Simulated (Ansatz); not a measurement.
# FGeH₃OSi: one species, many methods

How much do the methods differ for FGeH₃OSi? The plan is to run it at one geometry with functionals of several rungs and with coupled cluster. The yardstick is the atomisation energy at the CCSD(T) limit.

The runs use Ansatz 0.2.0, Gaussian basis; functionals in def2-TZVPP, the program's frozen cores in correlated methods.

Levels to be run: LDA (SPW92), PBE-D4, revPBE-D4, BLYP-D4, r2SCAN-D4, B97M-V, PBE0-D4, B3LYP-D4, r2SCANh-D4, r2SCAN0-D4, HSE06-D4, BHLYP-D4, CAM-B3LYP-D4, LC-ωPBE, ωB97X-V, ωB97M-V, B2PLYP, PBE-QIDH; CCSD(T)/def2-SVP; CCSD(T)/def2-TZVPP; MP2/def2-QZVPP; extrapolation to the limit; RPA on PBE.

## Step 1: Structure used throughout

All runs share one geometry, relaxed beforehand with PBE0-D4 in a triple-zeta def2 set.

SMILES `[F][Ge][O][SiH3]`, 7 atoms, charge 0, spin multiplicity 1.

Atoms are counted from 1 here; the program's logs count them from 0.

Bond lengths: F1–Ge2 1.764 Å, Ge2–O3 1.767 Å, O3–Si4 1.653 Å, Si4–H5 1.484 Å, Si4–H6 1.485 Å, Si4–H7 1.485 Å. Angles: F1–Ge2–O3 97.7°, Ge2–O3–Si4 137.3°, O3–Si4–H5 107.6°, O3–Si4–H6 110.5°, O3–Si4–H7 110.5°, H5–Si4–H6 109.3°, H5–Si4–H7 109.3°, H6–Si4–H7 109.5°.

Coordinates:

```mol
FGeH3OSi
  3D, bonds by distance, orders not assigned

  7  6  0  0  0  0  0  0  0  0999 V2000
    0.8900   -1.5995    1.6034 F   0  0
   -0.3473   -2.2448    0.5248 Ge  0  0
   -0.6440   -0.7698   -0.4027 O   0  0
   -0.0785    0.7837   -0.4272 Si  0  0
   -0.7963    1.5050   -1.5074 H   0  0
   -0.3422    1.4542    0.8712 H   0  0
    1.3795    0.8030   -0.7077 H   0  0
  1  2  8  0
  2  3  8  0
  3  4  8  0
  4  5  8  0
  4  6  8  0
  4  7  8  0
M  END
```

## Step 2: LDA

This LDA is Slater exchange with PW92 correlation.

The input, in.yaml:

```yaml
crystal:
  periodic: [false, false, false]
  atoms:
    - {symbol: F, position_ang: [0.890026, -1.599508, 1.603397]}
    - {symbol: Ge, position_ang: [-0.347298, -2.244761, 0.524792]}
    - {symbol: O, position_ang: [-0.643985, -0.769820, -0.402737]}
    - {symbol: Si, position_ang: [-0.078482, 0.783745, -0.427166]}
    - {symbol: H, position_ang: [-0.796317, 1.505014, -1.507400]}
    - {symbol: H, position_ang: [-0.342184, 1.454231, 0.871234]}
    - {symbol: H, position_ang: [1.379539, 0.802998, -0.707721]}
basis:
  gaussian: {orbitals: def2-TZVPP}
hamiltonian: {xc: lda}
output: {orbitals: {seedname: orbitals}}
```

Launch:

```console
ansatz run in.yaml --threads 4 --pin off --events-out ev --progress --plain --max-ram 10444MiB
```

After this run come: PBE-D4 (GGA); revPBE-D4 (GGA); BLYP-D4 (GGA); r2SCAN-D4 (meta-GGA); B97M-V (meta-GGA); B3LYP-D4 (hybrid); r2SCANh-D4 (hybrid); r2SCAN0-D4 (hybrid); HSE06-D4 (hybrid); BHLYP-D4 (hybrid); CAM-B3LYP-D4 (range-separated); LC-ωPBE (range-separated); ωB97X-V (range-separated); ωB97M-V (range-separated); B2PLYP (double hybrid); PBE-QIDH (double hybrid); CCSD(T) in def2-SVP; CCSD(T) in def2-TZVPP; MP2 in def2-QZVPP; RPA on PBE orbitals.

Q: Predict the results of all the runs planned. Wanted: atomisation energy, CCSD(T)/CBS; farthest beyond LDA; mean size of error, GGA; mean size of error, meta-GGA; mean size of error, hybrid; mean size of error, range-separated; mean size of error, double hybrid; gap, smallest and largest; T1 diagnostic.

As calculated:

| quantity | value |
| --- | --- |
| atomisation energy, CCSD(T)/CBS | 2428.5 kJ/mol |
| functionals within 24.3 kJ/mol (1.0 %) | PBE-D4, BLYP-D4, r2SCAN-D4, B97M-V, CAM-B3LYP-D4, ωB97X-V, ωB97M-V |
| farthest beyond LDA | BHLYP-D4 (-108.5 kJ/mol) |
| mean size of error, GGA | 27.7 kJ/mol |
| mean size of error, meta-GGA | 13.3 kJ/mol |
| mean size of error, hybrid | 66.7 kJ/mol |
| mean size of error, range-separated | 18.6 kJ/mol |
| mean size of error, double hybrid | 55.5 kJ/mol |
| gap, smallest and largest | 4.21 eV (LDA (SPW92)), 11.10 eV (LC-ωPBE) |
| T1 diagnostic | 0.0145 |
| triples share of the correlation energy | 3.4 % |

In words: The LDA atomisation energy is off by 320.2 kJ/mol (13 %): it overbinds. PBE-D4 is off by -5.0 kJ/mol. Double hybrids carry the basis error of their MP2 part in triple zeta, and no dispersion term here, so their miss is partly the set-up's. The rungs meta-GGA, range-separated miss on average by less than the doubt on the reference (24.3 kJ/mol), so they tie. Misses under about 24.3 kJ/mol are within the doubt on the reference itself, which lacks core-valence correlation, relativity and higher excitations, and its outer-core shells are covered unevenly. Hartree-Fock recovers 71 % of the binding; the rest is correlation. CCSD(T) in def2-SVP is off by -212.0 kJ/mol, worse than the median functional, from the basis alone. The gap grows from 4.2 to 11.1 eV across the functionals, mostly with the share of exact exchange. Correlated methods include outer-core shells of Ge, which these sets cover unevenly.
